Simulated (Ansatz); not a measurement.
**BH3IO+ (SMILES [OH2+]BI): functionals against CCSD(T) at one geometry**

One table from this session's results is given with a row withheld; the runs are named, their logs left out.

The runs use Ansatz 0.2.0, Gaussian basis; single points in def2-TZVPP.

Cores are frozen in the correlated methods. Filled d shells of the heavier atoms are correlated. Core potentials replace the inner electrons past krypton, and spin-orbit coupling is left out.

1 further run of the same task is left out (it didn't finish).

**Starting geometry**

SMILES `[OH2+]BI`, 6 atoms, charge 1, spin multiplicity 1.

Atoms are counted from 1 here; the program's logs count them from 0.

Bond lengths: O1–B2 1.467 Å, O1–H4 0.976 Å, O1–H5 0.969 Å, B2–I3 2.030 Å, B2–H6 1.219 Å. Angles: B2–O1–H4 124.4°, B2–O1–H5 121.5°, H4–O1–H5 113.9°, O1–B2–I3 116.1°, O1–B2–H6 116.0°, I3–B2–H6 127.9°.

Coordinates:

```
O    -0.6330   -0.3903    0.2860
B     0.6553    0.1734   -0.1323
I     0.5701    1.8577   -1.2620
H    -1.5027   -0.0153    0.0491
H    -0.6861   -1.2298    0.7676
H     1.6476   -0.4325    0.2350
```

The first run:

Contents of run/in.yaml:

```yaml
crystal:
  periodic: [false, false, false]
  atoms:
    - {symbol: O, position_ang: [-0.632987, -0.390263, 0.285977]}
    - {symbol: B, position_ang: [0.655268, 0.173431, -0.132252]}
    - {symbol: I, position_ang: [0.570104, 1.857733, -1.262005]}
    - {symbol: H, position_ang: [-1.502699, -0.015286, 0.049068]}
    - {symbol: H, position_ang: [-0.686065, -1.229800, 0.767562]}
    - {symbol: H, position_ang: [1.647597, -0.432548, 0.235023]}
basis:
  gaussian: {orbitals: def2-TZVPP}
total_charge: 1
hamiltonian: {xc: pbe, dispersion: d4}
output: {forces: true}
```

On the command line:

```sh
ansatz run in.yaml --threads 2 --pin off --events-out ev --progress --plain --max-ram 3481MiB
```

Steps of the session up to this table: PBE-D4/def2-TZVPP; r2SCAN-D4/def2-TZVPP; PBE0-D4/def2-TZVPP; wB97M-V/def2-TZVPP; CCSD(T)/def2-TZVPP.

One of the session's tables, all rows but one given; the rest of the session is left out.

```
   method  RMS force component (eV/Å)  angle to CCSD(T) forces (°)
   PBE-D4                       0.356                         36.1
r2SCAN-D4                       0.344                         13.3
  PBE0-D4                       0.312                         14.6
  wB97M-V                           ?                            ?
  CCSD(T)                       0.363                    reference
```

Estimate the missing values for wB97M-V.

**Answer.** RMS force component (eV/Å): 0.376; angle to CCSD(T) forces (°): 8.7. In the column «RMS force component (eV/Å)» it is the highest.
